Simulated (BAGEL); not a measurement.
# CH6AlNS (SMILES [AlH2][NH]CS) at 4 levels

Wanted: a comparison of 4 runs (B3LYP/6-31G*, B3LYP/def2-SVP, PBE0/def2-SVP, RI-MP2/def2-SVP) of CH6AlNS. 

The calculation is run with BAGEL 1.2.2.

1 further run of the same task is left out (it didn't finish).

## Step 1: Starting point

CH6AlNS: 10 atoms, total charge 0, spin state singlet. As SMILES, `[AlH2][NH]CS`. The coordinates come from a PBE0-D4/def2-TZVP relaxation. This is one conformer, not always the lowest.

Bond lengths: Al1–N2 1.777 Å, N2–C3 1.428 Å, C3–S4 1.836 Å, Al1–H5 1.582 Å, Al1–H6 1.581 Å, N2–H7 1.010 Å, C3–H8 1.092 Å, C3–H9 1.092 Å, S4–H10 1.343 Å. Some angles: Al1–N2–C3 127.4°, N2–C3–S4 116.2°, Al1–N2–H7 120.0°, C3–N2–H7 112.1°, N2–Al1–H5 116.7°, N2–Al1–H6 117.4°, N2–C3–H8 112.3°, N2–C3–H9 110.0°, S4–C3–H8 107.2°, S4–C3–H9 103.2°.

## Step 2: The energy at B3LYP/6-31G(d) (density fitting with qzvpp-jkfit, spherical functions) (run 1)

calc.json

```json
{ "bagel" : [

{
  "title" : "molecule",
  "basis" : "6-31gs.json",
  "df_basis" : "qzvpp-jkfit",
  "angstrom" : true,
  "geometry" : [
    { "atom" : "Al", "xyz" : [   -0.786200,    1.757100,   -0.006600 ] },
    { "atom" : "N", "xyz" : [   -0.364000,    0.097300,    0.467400 ] },
    { "atom" : "C", "xyz" : [    0.811400,   -0.633200,    0.116600 ] },
    { "atom" : "S", "xyz" : [    0.643300,   -1.817100,   -1.276700 ] },
    { "atom" : "H", "xyz" : [    0.316000,    2.572100,   -0.796300 ] },
    { "atom" : "H", "xyz" : [   -2.202900,    2.302200,    0.436700 ] },
    { "atom" : "H", "xyz" : [   -1.038300,   -0.477100,    0.952700 ] },
    { "atom" : "H", "xyz" : [    1.223700,   -1.187300,    0.963000 ] },
    { "atom" : "H", "xyz" : [    1.587600,    0.052200,   -0.231400 ] },
    { "atom" : "H", "xyz" : [   -0.107700,   -2.717300,   -0.622400 ] }
  ]
},
{ "title" : "ks", "xc_func" : "b3lyp" },
{ "title" : "print", "file" : "orbitals.molden", "orbitals" : true }

]}
```

The basis set 6-31G* is read from a file made from the Basis Set Exchange's data (not shown).

On the command line:

```bash
$ BAGEL_NUM_THREADS=1 BAGEL calc.json > calc.out
```

Output:

```text
* using 1 threads per process

  ===============================================================
  ===============================================================

  *** Geometry ***

  { "atom" : "Al", "xyz" : [     -1.485703,      3.320438,     -0.012472 ] },
  { "atom" : "N", "xyz" : [     -0.687860,      0.183870,      0.883258 ] },
  { "atom" : "C", "xyz" : [      1.533324,     -1.196575,      0.220342 ] },
  { "atom" : "S", "xyz" : [      1.215661,     -3.433821,     -2.412613 ] },
  { "atom" : "H", "xyz" : [      0.597153,      4.860565,     -1.504789 ] },
  { "atom" : "H", "xyz" : [     -4.162878,      4.350527,      0.825243 ] },
  { "atom" : "H", "xyz" : [     -1.962103,     -0.901588,      1.800342 ] },
  { "atom" : "H", "xyz" : [      2.312458,     -2.243672,      1.819806 ] },
  { "atom" : "H", "xyz" : [      3.000129,      0.098644,     -0.437283 ] },
  { "atom" : "H", "xyz" : [     -0.203524,     -5.134953,     -1.176166 ] },

  Number of auxiliary basis functions:      516

  Since a DF basis is specified, we compute 2- and 3-index integrals:
    o Being stored without compression. Storage requirement is 0.024 GB

  Number of basis functions:       76
  Number of electrons      :       48

    * METHOD: MOLECULE                             0.23

  *** Kohn-Sham DFT ***

    * Removing 18135 points whose weight is below 1.00e-10
    * Grid points: 130925

  === Nuclear Repulsion ===
   193.9928077957

       - DIIS with orbital gradients will be used.

  === KS iteration (b3lyp / 6-31gs.json) ===
      0       -708.54323070          0.13966358           0.34
      1       -678.49909356          0.11478034           0.32
      2       -617.34269339          0.19274983           0.32
      3       -723.88406323          0.11162357           0.32
      4       -729.13271162          0.07081195           0.32
      5       -727.93948958          0.09532213           0.32
[... 17 lines of this table left out ...]
     23       -737.09330532          0.00000002           0.32
     24       -737.09330532          0.00000000           0.32
    * SCF iteration converged.

    * Permanent dipole moment:
           (    0.190732,     0.183088,    -0.746425) a.u.

    * METHOD: KS                                   8.69

    * METHOD: PRINT                                0.01

  ===============================================================
```

Wall time 9.3 s (1 thread of Arm Neoverse V2, shared host); peak memory 0.49 GiB.

## Step 3: A single-point energy at B3LYP/def2-SVP (density fitting with qzvpp-jkfit) (run 2)

dft.json

```json
{ "bagel": [

{
  "title": "molecule",
  "basis": "svp",
  "df_basis": "qzvpp-jkfit",
  "angstrom": true,
  "geometry": [
    { "atom": "Al", "xyz": [      -0.786200,       1.757100,      -0.006600 ] },
    { "atom": "N", "xyz": [      -0.364000,       0.097300,       0.467400 ] },
    { "atom": "C", "xyz": [       0.811400,      -0.633200,       0.116600 ] },
    { "atom": "S", "xyz": [       0.643300,      -1.817100,      -1.276700 ] },
    { "atom": "H", "xyz": [       0.316000,       2.572100,      -0.796300 ] },
    { "atom": "H", "xyz": [      -2.202900,       2.302200,       0.436700 ] },
    { "atom": "H", "xyz": [      -1.038300,      -0.477100,       0.952700 ] },
    { "atom": "H", "xyz": [       1.223700,      -1.187300,       0.963000 ] },
    { "atom": "H", "xyz": [       1.587600,       0.052200,      -0.231400 ] },
    { "atom": "H", "xyz": [      -0.107700,      -2.717300,      -0.622400 ] }
  ]
},

{ "title": "ks", "xc_func": "b3lyp" },

{ "title": "print", "file": "orbitals.molden", "orbitals": true }

]}
```

On the command line:

```bash
$ BAGEL_NUM_THREADS=1 BAGEL dft.json > dft.out
```

Output:

```text
* using 1 threads per process

  ===============================================================
  ===============================================================

  *** Geometry ***

  { "atom" : "Al", "xyz" : [     -1.485703,      3.320438,     -0.012472 ] },
  { "atom" : "N", "xyz" : [     -0.687860,      0.183870,      0.883258 ] },
  { "atom" : "C", "xyz" : [      1.533324,     -1.196575,      0.220342 ] },
  { "atom" : "S", "xyz" : [      1.215661,     -3.433821,     -2.412613 ] },
  { "atom" : "H", "xyz" : [      0.597153,      4.860565,     -1.504789 ] },
  { "atom" : "H", "xyz" : [     -4.162878,      4.350527,      0.825243 ] },
  { "atom" : "H", "xyz" : [     -1.962103,     -0.901588,      1.800342 ] },
  { "atom" : "H", "xyz" : [      2.312458,     -2.243672,      1.819806 ] },
  { "atom" : "H", "xyz" : [      3.000129,      0.098644,     -0.437283 ] },
  { "atom" : "H", "xyz" : [     -0.203524,     -5.134953,     -1.176166 ] },

  Number of auxiliary basis functions:      516

  Since a DF basis is specified, we compute 2- and 3-index integrals:
    o Being stored without compression. Storage requirement is 0.036 GB

  Number of basis functions:       94
  Number of electrons      :       48

    * METHOD: MOLECULE                             0.23

  *** Kohn-Sham DFT ***

    * Removing 18135 points whose weight is below 1.00e-10
    * Grid points: 130925

  === Nuclear Repulsion ===
   193.9928077957

       - DIIS with orbital gradients will be used.

  === KS iteration (b3lyp / svp) ===
      0       -706.82591644          0.10913848           0.41
      1       -665.68006277          0.10983119           0.38
      2       -617.32154471          0.16266599           0.38
      3       -724.82779098          0.09367002           0.39
      4       -726.48938394          0.08965286           0.39
      5       -729.79334225          0.06435327           0.39
[... 16 lines of this table left out ...]
     22       -736.86608166          0.00000001           0.39
     23       -736.86608166          0.00000001           0.39
    * SCF iteration converged.

    * Permanent dipole moment:
           (    0.157445,     0.256713,    -0.663581) a.u.

    * METHOD: KS                                   9.99

    * METHOD: PRINT                                0.01

  ===============================================================
```

Wall time 11 s (1 thread of Arm Neoverse V2, shared host); peak memory 0.57 GiB.

Run 3 isn't shown in full; the table further down has it.

## Step 4: A single-point energy at RI-MP2/def2-SVP (density fitting with qzvpp-jkfit) (run 4)

mp2.json

```json
{ "bagel" : [

{
  "title" : "molecule",
  "basis" : "svp",
  "df_basis" : "qzvpp-jkfit",
  "angstrom" : true,
  "geometry" : [
    { "atom" : "Al", "xyz" : [   -0.786200,    1.757100,   -0.006600 ] },
    { "atom" : "N", "xyz" : [   -0.364000,    0.097300,    0.467400 ] },
    { "atom" : "C", "xyz" : [    0.811400,   -0.633200,    0.116600 ] },
    { "atom" : "S", "xyz" : [    0.643300,   -1.817100,   -1.276700 ] },
    { "atom" : "H", "xyz" : [    0.316000,    2.572100,   -0.796300 ] },
    { "atom" : "H", "xyz" : [   -2.202900,    2.302200,    0.436700 ] },
    { "atom" : "H", "xyz" : [   -1.038300,   -0.477100,    0.952700 ] },
    { "atom" : "H", "xyz" : [    1.223700,   -1.187300,    0.963000 ] },
    { "atom" : "H", "xyz" : [    1.587600,    0.052200,   -0.231400 ] },
    { "atom" : "H", "xyz" : [   -0.107700,   -2.717300,   -0.622400 ] }
  ]
},
{ "title" : "hf" },
{ "title" : "mp2", "ncore" : 12 }

]}
```

On the command line:

```bash
$ BAGEL_NUM_THREADS=1 BAGEL mp2.json > mp2.out
```

Output:

```text
* using 1 threads per process

  ===============================================================
  ===============================================================

  *** Geometry ***

  { "atom" : "Al", "xyz" : [     -1.485703,      3.320438,     -0.012472 ] },
  { "atom" : "N", "xyz" : [     -0.687860,      0.183870,      0.883258 ] },
  { "atom" : "C", "xyz" : [      1.533324,     -1.196575,      0.220342 ] },
  { "atom" : "S", "xyz" : [      1.215661,     -3.433821,     -2.412613 ] },
  { "atom" : "H", "xyz" : [      0.597153,      4.860565,     -1.504789 ] },
  { "atom" : "H", "xyz" : [     -4.162878,      4.350527,      0.825243 ] },
  { "atom" : "H", "xyz" : [     -1.962103,     -0.901588,      1.800342 ] },
  { "atom" : "H", "xyz" : [      2.312458,     -2.243672,      1.819806 ] },
  { "atom" : "H", "xyz" : [      3.000129,      0.098644,     -0.437283 ] },
  { "atom" : "H", "xyz" : [     -0.203524,     -5.134953,     -1.176166 ] },

  Number of auxiliary basis functions:      516

  Since a DF basis is specified, we compute 2- and 3-index integrals:
    o Being stored without compression. Storage requirement is 0.036 GB

  Number of basis functions:       94
  Number of electrons      :       48

    * METHOD: MOLECULE                             0.23

  *** RHF ***

  === Nuclear Repulsion ===
   193.9928077957

      * DIIS with orbital gradients will be used.

  === RHF iteration (svp) ===
      0       -734.83709660          0.01444518           0.07
      1       -734.94638154          0.00956198           0.07
      2       -734.99507942          0.00133025           0.07
      3       -734.99694108          0.00021088           0.07
      4       -734.99698979          0.00006580           0.07
      5       -734.99699487          0.00001785           0.07
      6       -734.99699530          0.00000785           0.07
      7       -734.99699538          0.00000183           0.07
      8       -734.99699538          0.00000057           0.07
      9       -734.99699538          0.00000020           0.07
     10       -734.99699538          0.00000007           0.07
     11       -734.99699538          0.00000002           0.07
     12       -734.99699538          0.00000001           0.07
    * SCF iteration converged.

    * Permanent dipole moment:
           (    0.199750,     0.120578,    -0.706960) a.u.

    * METHOD: HF                                   1.08

  *** RHF ***

  === Nuclear Repulsion ===
   193.9928077957

      * DIIS with orbital gradients will be used.

  === RHF iteration (svp) ===
      0       -734.99699538          0.00000000           0.07
    * SCF iteration converged.

    * Permanent dipole moment:
           (    0.199750,     0.120578,    -0.706960) a.u.

  === DF-MP2 calculation ===

    * freezing 12 orbitals
    * 3-index integral transformation done
    * assembly done

      MP2 correlation energy:   -0.5113609191      0.04

      MP2 total energy:       -735.5083563034

    * METHOD: MP2                                  0.19

  ===============================================================
```

It took 1.7 s on 1 thread of Arm Neoverse V2, shared host; peak memory 0.14 GiB.

## Step 5: All runs side by side

```
run                                                                 level  frozen core orbitals  energy (Eh)  dipole moment (D)  HOMO energy (eV)  LUMO energy (eV)  wall time
  1  B3LYP/6-31G* (density fitting with qzvpp-jkfit, spherical functions)                     –  -737.093305               2.01             -6.41             -0.98      9.3 s
  2                     B3LYP/def2-SVP (density fitting with qzvpp-jkfit)                     –  -736.866082               1.85             -6.37             -0.95       11 s
  3                      PBE0/def2-SVP (density fitting with qzvpp-jkfit)                     –  -736.455126               1.93             -6.66             -0.78       11 s
  4                    RI-MP2/def2-SVP (density fitting with qzvpp-jkfit)                    12  -735.508356                  –                 –                 –      1.7 s
```

## Step 6: Results

| quantity | value |
| --- | --- |
| run 4: total energy | -735.50836 Eh |
| run 4: correlation energy (12 core orbitals frozen) | -511.4 mEh |

**Reading.** Over runs 1, 2, 3 the dipole moment (its size) runs from 1.85 D (B3LYP/def2-SVP) to 2.01 D (B3LYP/6-31G*). Over runs 1, 2, 3 the HOMO–LUMO gap runs from 5.41 eV (B3LYP/def2-SVP) to 5.88 eV (PBE0/def2-SVP). Totals of different functionals can't be ranked against each other. All runs together took 32 s, the longest 11 s.
